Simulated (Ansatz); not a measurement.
# SiO2: the cell at several levels of theory

The task here is to estimate one member of a computed series from the others.

The runs shown are made with Ansatz 0.2.0. PAW datasets, plane waves, zero pressure. Spin-unpolarised throughout; all numbers are computed.

### The cell

This is the cell as the run starts from it, not yet at rest; its lengths are not the crystal's.

It is tetragonal, P4_2/mnm (No. 136); a = 4.067 Å, c = 2.684 Å in the conventional setting, 7.40 Å³ an atom. Near Si stand 6 O at 1.75 Å; near O stand 3 Si at 1.75 Å.

Structure file:

```
CELL_PARAMETERS angstrom
4.06724 0.00000 0.00000
0.00000 4.06724 0.00000
0.00000 0.00000 2.68438
ATOMIC_POSITIONS crystal
Si 0.00000 0.00000 0.00000
Si 0.50000 0.50000 0.50000
O 0.30500 0.30500 0.00000
O 0.19500 0.80500 0.50000
O 0.80500 0.19500 0.50000
O 0.69500 0.69500 0.00000
```

Set-up of the first run:

File input.yaml:

```yaml
crystal:
  lattice:
    - [4.06724334, 0.0, 0.0]
    - [0.0, 4.06724334, 0.0]
    - [0.0, 0.0, 2.6843806044]
  atoms:
    - { symbol: Si, position: [0.0, 0.0, 0.0] }
    - { symbol: Si, position: [0.5, 0.5, 0.5] }
    - { symbol: O, position: [0.305, 0.305, 0.0] }
    - { symbol: O, position: [0.195, 0.805, 0.5] }
    - { symbol: O, position: [0.805, 0.195, 0.5] }
    - { symbol: O, position: [0.695, 0.695, 0.0] }
kpoints:
  mp_grid: { grid: [6, 6, 8] }
hamiltonian:
  xc: pbe
scf:
  occupations: { method: fermi_dirac, width: 0.02 }
relax:
  f_tol: 0.005
  cell: {}
```

On the command line:

```
$ ansatz run input.yaml --threads 4 --pin off --max-ram 7372MiB --backend cpu --events-out ev --progress --plain --runs-dir out
```

Among the steps run: Relaxing with PBE; r2SCAN: cell and atoms; Relaxation with PBEsol; Relaxing with LDA.

One of the session's tables, all rows but one given; the rest of the session is left out.

| level | a (Å) | c (Å) | volume (Å³/atom) |
| --- | --- | --- | --- |
| PBE | ? | ? | ? |
| r2SCAN | 4.185 | 2.669 | 7.791 |
| PBEsol | 4.195 | 2.678 | 7.855 |
| LDA | 4.155 | 2.661 | 7.658 |

**Question.** Estimate the row for PBE.

**Answer.** a (Å): 4.236; c (Å): 2.691; volume (Å³/atom): 8.045. In the column «a (Å)» it is the highest.

What this shows: From the start to the first minimum the volume moved by +8.7 %. LDA gives the smallest cell and PBE the largest; they differ by 5.1 % in volume, a mean of 1.7 % in length.
